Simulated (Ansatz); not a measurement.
# Ba2Tl5V3O12 (P1) in Ansatz: a series of runs, part 2 of 2

Ansatz 0.2.0. The steps go on from the part before.

### 3 Relaxation of cell and atoms, RPBE, collinear spin, ferromagnetic start

Contents of input.yaml:

```yaml
crystal:
  lattice:
    - [6.65272, 0.04946, 0.02017]
    - [2.8607, 8.36464, 0.00384]
    - [2.68279, 2.46936, 9.19569]
  atoms:
    - { symbol: Ba, position: [0.80419, 0.04665, 0.02264] }
    - { symbol: Ba, position: [0.21205, 0.95157, 0.34012] }
    - { symbol: V, position: [0.7454, 0.70796, 0.33582], spin: 2.0 }
    - { symbol: V, position: [0.25963, 0.26599, 0.03225], spin: 2.0 }
    - { symbol: V, position: [0.04074, 0.07695, 0.66106], spin: 2.0 }
    - { symbol: Tl, position: [0.25636, 0.39847, 0.35003] }
    - { symbol: Tl, position: [0.58966, 0.34866, 0.60553] }
    - { symbol: Tl, position: [0.57327, 0.88069, 0.66842] }
    - { symbol: Tl, position: [0.74552, 0.49664, 0.11648] }
    - { symbol: Tl, position: [0.11891, 0.64206, 0.74303] }
    - { symbol: O, position: [0.28433, 0.09717, 0.54175] }
    - { symbol: O, position: [0.8535, 0.49575, 0.34386] }
    - { symbol: O, position: [0.40255, 0.20448, 0.17282] }
    - { symbol: O, position: [0.88414, 0.05377, 0.55967] }
    - { symbol: O, position: [0.14017, 0.47956, 0.98899] }
    - { symbol: O, position: [0.54627, 0.73631, 0.48712] }
    - { symbol: O, position: [0.90594, 0.24279, 0.73262] }
    - { symbol: O, position: [0.61543, 0.80058, 0.18857] }
    - { symbol: O, position: [0.05538, 0.16451, 0.10164] }
    - { symbol: O, position: [0.08209, 0.90404, 0.80708] }
    - { symbol: O, position: [0.44178, 0.20123, 0.89187] }
    - { symbol: O, position: [0.94269, 0.80417, 0.30862] }
hamiltonian:
  xc: rpbe
  pseudopotentials: { kind: paw }
magnetization:
  spin_polarized: true
kpoints:
  mp_grid: { grid: [3, 3, 2] }
scf:
  occupations: { method: fermi_dirac, width: 0.05 }
output:
  forces: true
  stress: true
  eigenvalues: true
  write_density: true
  write_potential: true
  elf: true
  volumetric_format: npy
relax:
  f_tol: 0.01
  max_steps: 40
  cell: { stress_tol: 0.05 }
```

Potentials or basis: Ansatz PAW.

Command:

```
ansatz run input.yaml --threads 8 --pin off --max-ram 20480MiB --backend cpu --events-out ev --progress --plain --runs-dir out
```

Log:

```text
Warning: RAYON_NUM_THREADS=8 ignored (pool sized by the plan → 8); use --threads N
Engine: ansatz 0.2.0, x86_64-unknown-linux-gnu
Pseudopotentials: kind: paw
Pseudopotential: Ba, paw, valence charge 10, recommended cutoff 420 eV (normal), Ba.paw.azcp
Pseudopotential: V, paw, valence charge 13, recommended cutoff 420 eV (normal), V.paw.azcp
Pseudopotential: Tl, paw, valence charge 13, recommended cutoff 420 eV (normal), Tl.paw.azcp
Pseudopotential: O, paw, valence charge 6, recommended cutoff 420 eV (normal), O.paw.azcp
Functional definition: RPBE
  parameter kappa = 0.804
  parameter beta = 0.06672455060314922
  exchange = rpbe_x(kappa = kappa, mu = beta*pi^2/3)
  correlation = pbe_c(beta = beta)
Crystal: 22 atoms, lattice volume = 510.044 Å³
Basis set: ecut = 420 eV, 9957 PW (Γ), exchange–correlation on 90×120×144 points (8 copies of the dense FFT grid, shifted against one another)
Bands: 123, of which v1, the nominal top of the filled ones, is band 98 counted from 1 (97 counted from 0)
[... 566 lines left out ...]
  k-point 9 ↓: bands = ["-60.5727", "-60.5672", "-60.5463", "-34.4675", "-34.4551", "-34.4415", "-34.4372", "-34.4368", "-34.4176", "-34.4144", "-34.4058", "-34.3841", "-22.3669", "-22.2810", "-13.3337", "-13.3162", "-13.2877", "-12.9905", "-12.9687", "-12.9050", "-12.8753", "-12.8567", "-12.8254", "-12.8111", "-12.6502", "-12.6369", "-7.5949", "-7.5368", "-7.5012", "-7.4675", "-7.3971", "-7.3493", "-6.8037", "-6.7785", "-6.7520", "-6.6553", "-6.6336", "-6.6264", "-6.6076", "-6.5651", "-6.5398", "-6.5326", "-6.5208", "-6.4928", "-6.4814", "-6.4407", "-6.4244", "-6.4169", "-6.4044", "-6.3986", "-6.3911", "-6.3784", "-6.3537", "-6.3424", "-6.3321", "-6.3205", "-6.3134", "-1.6790", "-1.5501", "-1.3490", "-1.1288", "-0.9223", "0.1418", "0.1803", "0.2689", "0.3185", "0.3692", "0.4047", "0.4339", "0.4887", "0.5522", "0.5619", "0.7180", "0.8272", "0.8876", "0.9829", "1.0668", "1.1249", "1.1997", "1.2656", "1.4079", "1.4535", "1.5280", "1.5786", "1.6729", "1.8069", "1.8745", "2.0259", "2.1387", "2.2763", "2.3607", "2.3821", "2.4533", "2.5016", "2.6130", "2.6394", "2.7808", "2.8898", "6.1679", "6.4348", "6.5588", "6.6690", "6.7151", "6.7460", "6.8584", "6.9244", "7.0892", "7.2256", "7.4343", "7.6634", "7.7488", "7.8969", "7.9588", "8.0132", "8.1366", "8.1663", "8.2243", "8.3122", "8.3839", "8.4880", "8.6279", "8.8014", "9.0542"]
--- Relaxed structure (23 steps of the walk, 21 accepted, 3 SCFs on fresh bases) ---
  F+E_penalty+E_count = -84811.87058520 eV   max|allowed force component| = 7.831e-3 eV/Å   (the final SCF, on the basis selected at the relaxed cell)
  cell:  # Å, volume = 567.7204 Å³
    - [6.69728212595663, 0.09101634146855889, 0.04144018242669635]
    - [2.9278270995140816, 8.888350044800942, 0.13690351170264994]
    - [2.7420130176686035, 2.7713247480471166, 9.633620915252928]
  atoms:
    - { symbol: Ba, position: [0.7949672689206423, 0.07504499634214133, -0.002407063700589604] }
    - { symbol: Ba, position: [0.22703691749219837, 0.9497272911189975, 0.34032387085606114] }
    - { symbol: V, position: [0.7686686242360021, 0.7123355508698641, 0.33828998144410743] }
    - { symbol: V, position: [0.2384943013963529, 0.267950821680137, 0.040378512589166055] }
    - { symbol: V, position: [0.0343879565425777, 0.06126766868998873, 0.6560879700153621] }
    - { symbol: Tl, position: [0.23809619059900963, 0.3908587267201351, 0.34746913400069956] }
    - { symbol: Tl, position: [0.5959558994824288, 0.34566618296653184, 0.5882160887388337] }
    - { symbol: Tl, position: [0.59519091512669, 0.8688013811543173, 0.6549135340648663] }
    - { symbol: Tl, position: [0.7099890388279536, 0.5501523986976387, 0.1207740113774872] }
    - { symbol: Tl, position: [0.15567557062907444, 0.627321071447692, 0.7696590380135451] }
    - { symbol: O, position: [0.28498514303061817, 0.06881655092376038, 0.5499326949344041] }
    - { symbol: O, position: [0.8373543285458139, 0.5108518577147321, 0.34330970757725193] }
    - { symbol: O, position: [0.38471051493480396, 0.2039113325197904, 0.17438558950042] }
    - { symbol: O, position: [0.8839287488179204, 0.04476675951598552, 0.552037578022191] }
    - { symbol: O, position: [0.09750905267375076, 0.46897948988970506, 1.0134862089340713] }
    - { symbol: O, position: [0.5618929117579337, 0.7439785129634491, 0.475911089874222] }
    - { symbol: O, position: [0.9087917698100813, 0.22796666835104065, 0.7116380862998385] }
    - { symbol: O, position: [0.6612898910195996, 0.8231938704645188, 0.18676822672195295] }
    - { symbol: O, position: [0.06310854005874947, 0.1478912988265378, 0.09504373748832988] }
    - { symbol: O, position: [0.04855556862069274, 0.9043501465310559, 0.8075481719791135] }
    - { symbol: O, position: [0.42151264380445974, 0.24102376316190605, 0.8952067463971497] }
    - { symbol: O, position: [0.9878982036726452, 0.7651436594500742, 0.34101708487151366] }
```

Wall time 6.3 min (8 threads of Intel Xeon 6975P-C (Granite Rapids), shared host); peak memory 3.4 GiB.

What came out:

```
Free energy                            : -84811.8706 eV
Relaxed volume                         : 25.81 Å³/atom
Relaxed cell                           : a = 6.698 Å, b = 9.359 Å, c = 10.393 Å, α = 69.55°, β = 74.15°, γ = 70.99°
Space group after relaxing (to 0.05 Å) : P1 (No. 1)
Energy gained by relaxing              : 11.2 meV/atom
Ionic steps                            : 24
Pressure after relaxing                : 0.0 GPa
Largest force after relaxing           : 0.010 eV/Å
Band gap on the k mesh                 : 3.04 eV, indirect (least direct gap 3.14 eV)
Net moment                             : 0.00 μB per cell
Absolute moment                        : 0.00 μB per cell
```

Forces in eV/Å, atoms in the order of the input:
```
Ba  -0.002  0.000  0.000
Ba  -0.001  0.001 -0.005
V   -0.004 -0.001  0.001
V    0.007 -0.001  0.006
V   -0.002  0.000  0.000
Tl   0.001  0.000 -0.001
Tl   0.002 -0.001  0.002
Tl   0.000 -0.002  0.000
Tl   0.002 -0.001 -0.001
Tl   0.003  0.000  0.001
O    0.000  0.002 -0.001
O   -0.002  0.001  0.000
O   -0.004  0.003 -0.007
O    0.001  0.000  0.002
O   -0.004  0.000  0.001
O    0.001 -0.002  0.000
O    0.000 -0.001  0.000
O   -0.002  0.001  0.000
O   -0.001  0.000  0.001
O   -0.002  0.002  0.000
O    0.000  0.000 -0.001
O    0.008 -0.001  0.002
```

The path:
```csv
step,energy change (eV),largest force (eV/Å),volume (Å³)
1,0.0000,0.2560,510.04
2,-0.1127,0.1420,544.97
3,-0.1191,0.0818,544.38
4,-0.1156,0.1287,548.62
5,-0.1208,0.0759,547.77
6,-0.1226,0.0510,548.32
7,-0.1197,0.2491,550.79
8,-0.1235,0.0429,549.41
9,-0.1229,0.0513,549.96
10,-0.1234,0.0461,550.34
11,-0.1235,0.0288,550.43
12,-0.1235,0.0139,550.53
13,-0.1234,0.0077,550.64
14,-0.2234,0.0087,550.64
15,-0.2226,0.1219,556.87
16,-0.2179,0.0540,562.94
17,-0.2173,0.0303,564.75
18,-0.2155,0.0305,565.79
19,-0.2162,0.0206,565.61
20,-0.2168,0.0118,565.38
21,-0.2446,0.0124,565.38
22,-0.2433,0.0117,566.98
23,-0.2424,0.0096,567.72
24,-0.2464,0.0096,567.72
```

Final structure:
```xyz
22
Lattice="6.6973 0.0910 0.0414 2.9278 8.8884 0.1369 2.7420 2.7713 9.6336" Properties=species:S:1:pos:R:3 pbc="T T T"
Ba    5.5372    0.7327    0.0200
Ba    5.2343    9.4053    3.4180
V     8.1612    7.3390    3.3883
V     2.4925    2.5152    0.4356
V     2.2087    2.3659    6.3303
Tl    3.6917    4.4587    3.4108
Tl    6.6162    4.7568    5.7387
Tl    8.3256    9.5914    6.4528
Tl    6.6969    5.2893    1.2682
Tl    4.9897    7.7230    7.5069
O     3.6180    2.1616    5.3191
O     8.0450    5.5683    3.4120
O     3.6517    2.3307    1.7238
O     7.5647    2.0082    5.3609
O     4.8051    6.9860    9.8318
O     7.2464    7.9828    4.7099
O     8.7052    4.0811    6.9245
O     7.3511    7.8946    1.9394
O     1.1163    1.5837    0.9385
O     5.1873   10.2806    7.9054
O     5.9833    4.6616    8.6745
O     9.7915    7.8358    3.4309
```

Levels at points of the mesh, in eV from the valence-band top:
Spin up:
| k point | band 95 | band 96 | band 97 | band 98 | band 99 | band 100 | band 101 | band 102 |
| --- | --- | --- | --- | --- | --- | --- | --- | --- |
| (0.00, 0.00, 0.00) | -0.47 | -0.41 | -0.29 | 0.00 | 3.14 | 3.51 | 3.55 | 3.68 |
| (0.00, 0.00, -0.50) | -0.46 | -0.38 | -0.30 | -0.15 | 3.15 | 3.52 | 3.57 | 3.64 |
Spin down:
| k point | band 96 | band 97 | band 98 | band 99 | band 100 | band 101 |
| --- | --- | --- | --- | --- | --- | --- |
| (0.00, 0.00, 0.00) | -0.41 | -0.29 | 0.00 | 3.14 | 3.51 | 3.55 |
| (0.00, 0.00, -0.50) | -0.38 | -0.30 | -0.15 | 3.15 | 3.52 | 3.57 |

Caveat: odd divisions of the mesh miss points on the zone boundary, where band edges often lie, so the gap on the mesh can be too wide; the plane-wave basis is chosen anew once the cell has moved, so the energies of steps on either side of that aren't comparable; spin-orbit coupling is left out, which as a rule narrows the gap of such compounds by several tenths of an eV; the PAW data sets come from PBE, with cores solved anew for the run's functional, which leaves a small shift of forces and pressure; the starting moments weren't kept.

### 4 Single point, PBE, collinear spin, ferromagnetic start

input.yaml, as its differences from that of step 3:

```diff
@@ -29,4 +29,4 @@
 hamiltonian:
-  xc: rpbe
-  pseudopotentials: { kind: paw }
+  xc: pbe
+  pseudopotentials: { kind: paw, source: jth }
 magnetization:
@@ -34,3 +34,3 @@
 kpoints:
-  mp_grid: { grid: [3, 3, 2] }
+  mp_grid: { grid: [5, 4, 3] }
 scf:
@@ -41,9 +41 @@
   eigenvalues: true
-  write_density: true
-  write_potential: true
-  elf: true
-  volumetric_format: npy
-relax:
-  f_tol: 0.01
-  max_steps: 40
-  cell: { stress_tol: 0.05 }
```

Potentials or basis: JTH PAW.

Command:

```
ansatz run input.yaml --threads 8 --pin off --max-ram 20480MiB --backend cpu --events-out ev --progress --plain --runs-dir out
```

It took 12 min on 8 threads of Intel Xeon Platinum 8375C at 2.90GHz (Ice Lake), shared host; peak memory 17 GiB.

It converged, with:

```yaml
Free_energy: -84352.9915 eV
Pressure: 0.7 GPa
Largest_force: 0.319 eV/Å
Band_gap_on_the_k_mesh: 2.90 eV, indirect (least direct gap 3.01 eV)
Net_moment: 0.00 μB per cell
Absolute_moment: 0.00 μB per cell
```

Forces in eV/Å, atoms in the order of the input:
```
Ba   0.008 -0.013  0.012
Ba  -0.001 -0.018  0.030
V    0.011 -0.069  0.031
V   -0.065  0.084  0.043
V    0.051 -0.029 -0.031
Tl  -0.002 -0.002 -0.002
Tl   0.003 -0.002  0.001
Tl  -0.005  0.001 -0.012
Tl   0.006  0.004  0.004
Tl   0.004  0.000  0.014
O    0.178 -0.002 -0.114
O    0.018 -0.211  0.006
O    0.156  0.031  0.160
O   -0.218 -0.041 -0.094
O   -0.042  0.204 -0.059
O   -0.086  0.068  0.221
O   -0.041  0.270  0.078
O   -0.149  0.000 -0.186
O   -0.145 -0.026  0.049
O    0.034 -0.184  0.149
O    0.092 -0.152 -0.265
O    0.194  0.086 -0.037
```

Levels at points of the mesh, in eV from the valence-band top:
Spin up:
```
            k point  band 96  band 97  band 98  band 99  band 100  band 101
 (0.00, 0.00, 0.00)    -0.59    -0.33     0.00     3.13      3.40      3.44
(0.00, -0.50, 0.00)    -0.59    -0.31    -0.02     3.00      3.33      3.44
```
Spin down:
```
            k point  band 96  band 97  band 98  band 99  band 100  band 101
 (0.00, 0.00, 0.00)    -0.59    -0.33     0.00     3.13      3.40      3.44
(0.00, -0.50, 0.00)    -0.59    -0.31    -0.02     3.00      3.33      3.44
```

Caveat: this barium file gives pressures and gaps apart from those of other sets; odd divisions of the mesh miss points on the zone boundary, where band edges often lie, so the gap on the mesh can be too wide; spin-orbit coupling is left out, which as a rule narrows the gap of such compounds by several tenths of an eV; the starting moments weren't kept. A k mesh can miss the band edges.

### 5 Overview

```tsv
task	level	potentials or basis	cell	k mesh	cutoff (eV)	target pressure (GPa)	gap on the mesh (eV)	pressure (GPa)	moment (μB)	largest force (eV/Å)
relaxation of cell and atoms	PBE	Ansatz PAW	relaxed to 2 GPa	3 × 3 × 2	420	2	2.63	2.0	0.00	0.01
relaxation of cell and atoms	RPBE	Ansatz PAW	relaxed	3 × 3 × 2	420	-	3.04	0.0	0.00	0.01
single point	PBE	JTH PAW	as given	5 × 4 × 3	1800	-	2.90	0.7	0.00	0.32
```

Alike in all rows: spin collinear, ferromagnetic start; smearing fermi-dirac 0.05 eV.

Caveats: odd divisions of the mesh miss points on the zone boundary, where band edges often lie, so the gap on the mesh can be too wide; spin-orbit coupling is left out, which as a rule narrows the gap of such compounds by several tenths of an eV; the starting moments weren't kept; the plane-wave basis is chosen anew once the cell has moved, so the energies of steps on either side of that aren't comparable (some runs); the PAW data sets come from PBE, with cores solved anew for the run's functional, which leaves a small shift of forces and pressure (some runs); this barium file gives pressures and gaps apart from those of other sets (some runs).

Absolute energies hang on the potentials; compare differences alone.
